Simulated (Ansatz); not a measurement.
# Fe2Mo: the cost of one run

Method: DFT r2SCAN, scalar-relativistic, plane waves, PAW, in Ansatz 0.2.0.

## 1. The system as given

The structure is cubic, space group Fd-3m (No. 227). Conventional cell: a = 6.699 Å, b = 6.699 Å, c = 6.699 Å, α = 90.00°, β = 90.00°, γ = 90.00°. Fe (site symmetry -3m) is surrounded by 6 Fe at 2.37 Å. Mo (site symmetry -43m) is surrounded by 12 Fe at 2.78 Å and 4 Mo at 2.90 Å.

Coordinates:

```cif
data_structure
_symmetry_space_group_name_H-M 'P 1'
_symmetry_Int_Tables_number 1
_cell_length_a 4.7371
_cell_length_b 4.7371
_cell_length_c 4.7371
_cell_angle_alpha 60.000
_cell_angle_beta 60.000
_cell_angle_gamma 60.000
_cell_volume 75.16
loop_
_atom_site_label
_atom_site_type_symbol
_atom_site_fract_x
_atom_site_fract_y
_atom_site_fract_z
_atom_site_occupancy
Fe1 Fe 0.62500 0.62500 0.62500 1
Fe2 Fe 0.12500 0.62500 0.62500 1
Fe3 Fe 0.62500 0.62500 0.12500 1
Fe4 Fe 0.62500 0.12500 0.62500 1
Mo1 Mo 0.00000 0.00000 0.00000 1
Mo2 Mo 0.25000 0.25000 0.25000 1
```

(A quick probe on a coarse mesh, which set the mesh and smearing, is not shown.)

## 3. A loose first relaxation

The input, input.yaml:

```yaml
crystal:
  lattice:
    - [0.0, 3.349606168, 3.349606168]
    - [3.349606168, 0.0, 3.349606168]
    - [3.349606168, 3.349606168, 0.0]
  atoms:
    - { symbol: Fe, position: [0.625, 0.625, 0.625], spin: 2.77 }
    - { symbol: Fe, position: [0.125, 0.625, 0.625], spin: 2.77 }
    - { symbol: Fe, position: [0.625, 0.625, 0.125], spin: 2.77 }
    - { symbol: Fe, position: [0.625, 0.125, 0.625], spin: 2.77 }
    - { symbol: Mo, position: [0.0, 0.0, 0.0] }
    - { symbol: Mo, position: [0.25, 0.25, 0.25] }
basis:
  ecutwfc: 500
kpoints:
  mp_grid: { grid: [4, 4, 4] }
hamiltonian:
  xc: r2scan
scf:
  occupations: { method: gaussian, width: 0.1 }
  lower_state_search: "off"
output:
  forces: true
  stress: true
  eigenvalues: true
  populations: true
magnetization:
  spin_polarized: true
relax:
  adjacent_minimum: "off"
  f_tol: 0.04
  max_steps: 70
  cell: { stress_tol: 0.4 }
```

Run with:

```
$ ansatz run input.yaml --threads 1 --pin off --max-ram 2560MiB --backend cpu --events-out ev --progress --plain --runs-dir out
```

**Question.** How long does this run take on 1 thread of Arm Neoverse N1, shared host, and how much memory does it need?

About 3.4 min, with a peak of 0.61 GiB.
